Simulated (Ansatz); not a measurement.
**TiHSCl3 (singlet): geometry optimisation**

Aim: relax a generated start of TiHSCl3 (singlet) and see which bonds hold.

Method: RKS PBE0/def2-SVP; program: Ansatz 0.2.0, Gaussian basis.

## (1) The starting structure

6 atoms, charge 0, spin multiplicity 1.

Atoms are counted from 1 here; the program's logs count them from 0.

Bond lengths: S1–Ti2 2.363 Å, S1–H6 1.469 Å, Ti2–Cl3 2.306 Å, Ti2–Cl4 2.287 Å, Ti2–Cl5 2.345 Å. Angles: Ti2–S1–H6 92.4°, S1–Ti2–Cl3 108.2°, S1–Ti2–Cl4 111.5°, S1–Ti2–Cl5 110.5°, Cl3–Ti2–Cl4 108.4°, Cl3–Ti2–Cl5 109.7°, Cl4–Ti2–Cl5 108.5°.

Geometry (Å):

```xyz
6

S    -1.0071    0.7351    1.5152
Ti    0.3741   -0.2762   -0.1132
Cl    2.0732   -1.3904    0.9768
Cl   -0.7877   -1.7901   -1.3745
Cl    1.2805    1.3444   -1.5450
H    -1.8909    1.3130    0.4945
```

The start is a generated structure. Sticks and bond lists go by distance. 

## (2) Relaxation

The input, in.yaml:

```yaml
crystal:
  periodic: [false, false, false]
  atoms:
    - {symbol: S, position_ang: [-1.007100, 0.735100, 1.515200]}
    - {symbol: Ti, position_ang: [0.374100, -0.276200, -0.113200]}
    - {symbol: Cl, position_ang: [2.073200, -1.390400, 0.976800]}
    - {symbol: Cl, position_ang: [-0.787700, -1.790100, -1.374500]}
    - {symbol: Cl, position_ang: [1.280500, 1.344400, -1.545000]}
    - {symbol: H, position_ang: [-1.890900, 1.313000, 0.494500]}
basis:
  gaussian: {orbitals: def2-SVP}
hamiltonian: {xc: pbe0}
relax: {f_tol: 0.01, max_steps: 150}
```

On the command line:

```
$ ansatz run in.yaml --threads 2 --pin off --events-out ev --progress --plain --max-ram 34560MiB --backend cuda --devices 0, --max-vram 37GiB
```

**Question.** What will these runs give? Wanted: energy gained; shift from the start; total energy; dipole moment.

**Answer**, as computed:

```
                  quantity           value
                     steps               5
             energy gained        0.784 eV
shift from the start (rms)         0.162 Å
              total energy  -71501.7370 eV
             dipole moment          1.01 D
```

The bonds of the start are those of the end. Ti2–Cl5 went from 2.345 to 2.166 Å. No vibrations were run, so this is a stationary point, not a proven minimum, and this spin need not be the ground state's.
